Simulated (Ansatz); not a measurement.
**C6H5BF2: taking an electron away**

One table from this session's results is given with a row withheld; the runs are named, their logs left out.

The runs use Ansatz 0.2.0, Gaussian basis; unrestricted cation, the program's frozen cores in correlated methods.

Plan: UKS PBE-D4/def2-TZVPP; UKS r2SCAN-D4/def2-TZVPP; UKS PBE0-D4/def2-TZVPP; UKS B3LYP-D4/def2-TZVPP; UKS wB97X-V/def2-TZVPP; UKS wB97M-V/def2-TZVPP; UKS B2PLYP/def2-TZVPP; UHF-CCSD(T)/def2-TZVPP; UHF-MP2/def2-QZVPP; extrapolation to the limit; then −ε(HOMO) from the neutral's earlier runs with LDA (SPW92), PBE-D4, revPBE-D4, BLYP-D4, r2SCAN-D4, B97M-V, PBE0-D4, B3LYP-D4, r2SCANh-D4, r2SCAN0-D4, HSE06-D4, BHLYP-D4, CAM-B3LYP-D4, LC-ωPBE, ωB97X-V, ωB97M-V.

### The relaxed structure

The geometry comes from an earlier relaxation with PBE0-D4 in a triple-zeta def2 set; it is a stationary point, not always the lowest conformer.

SMILES `FB(F)c1ccccc1`, 14 atoms, charge 0, spin multiplicity 1.

Atoms are counted from 1 here; the program's logs count them from 0.

Bond lengths: F1–B2 1.324 Å, B2–F3 1.324 Å, B2–C4 1.543 Å, C4–C5 1.397 Å, C4–C9 1.397 Å, C5–C6 1.384 Å, C5–H10 1.085 Å, C6–C7 1.388 Å, C6–H11 1.084 Å, C7–C8 1.388 Å, C7–H12 1.084 Å, C8–C9 1.384 Å, C8–H13 1.084 Å, C9–H14 1.085 Å. Angles: F1–B2–F3 116.4°, F1–B2–C4 121.8°, F3–B2–C4 121.8°, B2–C4–C5 120.7°, B2–C4–C9 120.7°, C5–C4–C9 118.7°, C4–C5–C6 120.7°, C4–C5–H10 119.4°, C6–C5–H10 119.9°, C5–C6–C7 119.8°, C5–C6–H11 120.2°, C7–C6–H11 120.0°, C6–C7–C8 120.3°, C6–C7–H12 119.9°, C8–C7–H12 119.9°, C7–C8–C9 119.8°, C7–C8–H13 120.0°, C9–C8–H13 120.2° and more.

Set-up of the first run:

in.yaml

```yaml
crystal:
  periodic: [false, false, false]
  atoms:
    - {symbol: F, position_ang: [-1.057009, -2.865656, -1.218933]}
    - {symbol: B, position_ang: [-0.601232, -2.314525, -0.105129]}
    - {symbol: F, position_ang: [-0.495579, -3.111771, 0.946191]}
    - {symbol: C, position_ang: [-0.213826, -0.822419, -0.035976]}
    - {symbol: C, position_ang: [-0.333409, -0.002430, -1.161208]}
    - {symbol: C, position_ang: [0.013744, 1.336427, -1.100784]}
    - {symbol: C, position_ang: [0.485963, 1.873565, 0.089019]}
    - {symbol: C, position_ang: [0.611232, 1.073885, 1.216831]}
    - {symbol: C, position_ang: [0.263404, -0.264645, 1.153128]}
    - {symbol: H, position_ang: [-0.702616, -0.423871, -2.089778]}
    - {symbol: H, position_ang: [-0.082556, 1.964092, -1.979135]}
    - {symbol: H, position_ang: [0.758090, 2.922090, 0.137644]}
    - {symbol: H, position_ang: [0.980287, 1.497057, 2.143902]}
    - {symbol: H, position_ang: [0.360607, -0.890999, 2.033130]}
basis:
  gaussian: {orbitals: def2-TZVPP}
total_charge: 1
magnetization: {spin_polarized: true, initial_magnetization: 1}
hamiltonian: {xc: pbe, dispersion: d4}
```

Started as:

```console
$ ansatz run in.yaml --threads 2 --pin off --events-out ev --progress --plain --max-ram 31744MiB --backend cuda --devices 0, --max-vram 18GiB
```

Steps of the session up to this table: Cation, UKS PBE-D4/def2-TZVPP; Cation, UKS r2SCAN-D4/def2-TZVPP; Cation, UKS PBE0-D4/def2-TZVPP; Cation, UKS B3LYP-D4/def2-TZVPP; Cation, UKS wB97X-V/def2-TZVPP; Cation, UKS wB97M-V/def2-TZVPP; Cation, UKS B2PLYP (frozen core)/def2-TZVPP; Cation, UHF-CCSD(T)/def2-TZVPP; Cation, UHF-MP2/def2-QZVPP.

One of the session's tables, all rows but one given; the rest of the session is left out.

For comparison, −ε(HOMO) of the neutral from earlier runs:

| functional | −ε(HOMO) (eV) |
| --- | --- |
| LDA (SPW92) | 6.93 |
| PBE-D4 | 6.70 |
| revPBE-D4 | 6.62 |
| BLYP-D4 | 6.50 |
| r2SCAN-D4 | 6.88 |
| B97M-V | 6.82 |
| PBE0-D4 | 7.69 |
| B3LYP-D4 | 7.46 |
| r2SCANh-D4 | ? |
| r2SCAN0-D4 | 7.82 |
| HSE06-D4 | 7.30 |
| BHLYP-D4 | 8.47 |
| CAM-B3LYP-D4 | 8.90 |
| LC-ωPBE | 10.20 |
| ωB97X-V | 9.84 |
| ωB97M-V | 9.77 |

Estimate the missing values for r2SCANh-D4.

Worked estimate for «−ε(HOMO) (eV)». Against the share of exact exchange, r2SCAN-D4 (0, 6.88), r2SCAN0-D4 (0.25, 7.82) give a slope of 3.76 per unit share; at 0.1 the line stands at 7.26.

As computed: −ε(HOMO) (eV): 7.26. In «−ε(HOMO) (eV)» the line misses by 0.00.
